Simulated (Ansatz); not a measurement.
# CH₇AlSi₂: one species, many methods

The task here is to estimate one member of a computed series from the others.

The runs use Ansatz 0.2.0, Gaussian basis; functionals in def2-TZVPP, the program's frozen cores in correlated methods.

Levels to be run: LDA (SPW92), PBE-D4, revPBE-D4, BLYP-D4, r2SCAN-D4, B97M-V, PBE0-D4, B3LYP-D4, r2SCANh-D4, r2SCAN0-D4, HSE06-D4, BHLYP-D4, CAM-B3LYP-D4, LC-ωPBE, ωB97X-V, ωB97M-V, B2PLYP, PBE-QIDH; CCSD(T)/def2-SVP; CCSD(T)/def2-TZVPP; MP2/def2-QZVPP; extrapolation to the limit; RPA on PBE.

## Structure used throughout

All runs share one geometry, relaxed beforehand with PBE0-D4 in a triple-zeta def2 set.

SMILES `[SiH3][CH]1[AlH][SiH2]1`, 11 atoms, charge 0, spin multiplicity 1.

Atoms are counted from 1 here; the program's logs count them from 0.

Bond lengths: Si1–C2 1.811 Å, Si1–H5 1.487 Å, Si1–H6 1.483 Å, Si1–H7 1.588 Å, C2–Al3 2.034 Å, C2–Si4 1.890 Å, C2–H8 1.087 Å, Al3–Si4 2.324 Å, Al3–H9 1.576 Å, Si4–H10 1.487 Å, Si4–H11 1.490 Å. Angles: C2–Si1–H5 123.1°, C2–Si1–H6 116.4°, C2–Si1–H7 97.8°, H5–Si1–H6 110.2°, H5–Si1–H7 99.6°, H6–Si1–H7 105.3°, Si1–C2–Al3 84.0°, Si1–C2–Si4 113.4°, Si1–C2–H8 117.6°, Al3–C2–Si4 72.5°, Al3–C2–H8 135.8°, Si4–C2–H8 122.6°, C2–Al3–Si4 50.9°, C2–Al3–H9 137.3°, Si4–Al3–H9 159.3°, C2–Si4–Al3 56.6°, C2–Si4–H10 110.7°, C2–Si4–H11 118.4° and more.

Set-up of the first run:

in.yaml

```yaml
crystal:
  periodic: [false, false, false]
  atoms:
    - {symbol: Si, position_ang: [-0.921729, 1.116100, 0.222761]}
    - {symbol: C, position_ang: [0.668781, 0.469382, -0.351970]}
    - {symbol: Al, position_ang: [0.458342, -0.828373, 1.200026]}
    - {symbol: Si, position_ang: [0.551875, -1.270826, -1.079128]}
    - {symbol: H, position_ang: [-2.153298, 1.105230, -0.611300]}
    - {symbol: H, position_ang: [-0.872357, 2.347199, 1.047926]}
    - {symbol: H, position_ang: [-1.277367, -0.053399, 1.235865]}
    - {symbol: H, position_ang: [1.418838, 1.188325, -0.670987]}
    - {symbol: H, position_ang: [0.840473, -0.876719, 2.728744]}
    - {symbol: H, position_ang: [1.866943, -1.704279, -1.620271]}
    - {symbol: H, position_ang: [-0.515201, -1.549638, -2.081066]}
basis:
  gaussian: {orbitals: def2-TZVPP}
hamiltonian: {xc: lda}
output: {orbitals: {seedname: orbitals}}
```

On the command line:

```bash
ansatz run in.yaml --threads 2 --pin off --events-out ev --progress --plain --max-ram 4352MiB
```

Steps of the session up to this table: LDA; PBE-D4 (GGA); revPBE-D4 (GGA); BLYP-D4 (GGA); r2SCAN-D4 (meta-GGA); B97M-V (meta-GGA); B3LYP-D4 (hybrid); r2SCANh-D4 (hybrid); r2SCAN0-D4 (hybrid); HSE06-D4 (hybrid); BHLYP-D4 (hybrid); CAM-B3LYP-D4 (range-separated); LC-ωPBE (range-separated); ωB97X-V (range-separated); ωB97M-V (range-separated); B2PLYP (double hybrid); PBE-QIDH (double hybrid).

One table of the session follows, with a row left open; its other results are not shown here.

It belongs to the step «Frontier levels by functional». 

| functional | HOMO (eV) | gap (eV) |
| --- | --- | --- |
| LDA (SPW92) | -5.39 | 3.46 |
| PBE-D4 | -5.28 | 3.56 |
| revPBE-D4 | ? | ? |
| BLYP-D4 | -5.11 | 3.56 |
| r2SCAN-D4 | -5.45 | 4.00 |
| B97M-V | -5.50 | 3.92 |
| PBE0-D4 | -6.20 | 5.28 |
| B3LYP-D4 | -6.00 | 4.93 |
| r2SCANh-D4 | -5.79 | 4.62 |
| r2SCAN0-D4 | -6.31 | 5.55 |
| HSE06-D4 | -5.81 | 4.52 |
| BHLYP-D4 | -6.99 | 6.98 |
| CAM-B3LYP-D4 | -7.35 | 7.46 |
| LC-ωPBE | -8.59 | 9.72 |
| ωB97X-V | -8.31 | 9.37 |
| ωB97M-V | -8.13 | 8.93 |

**Question.** Estimate the row for revPBE-D4.

**Answer.** HOMO (eV): -5.24; gap (eV): 3.61. In the column «HOMO (eV)» it lies between PBE-D4 (-5.28) and BLYP-D4 (-5.11).
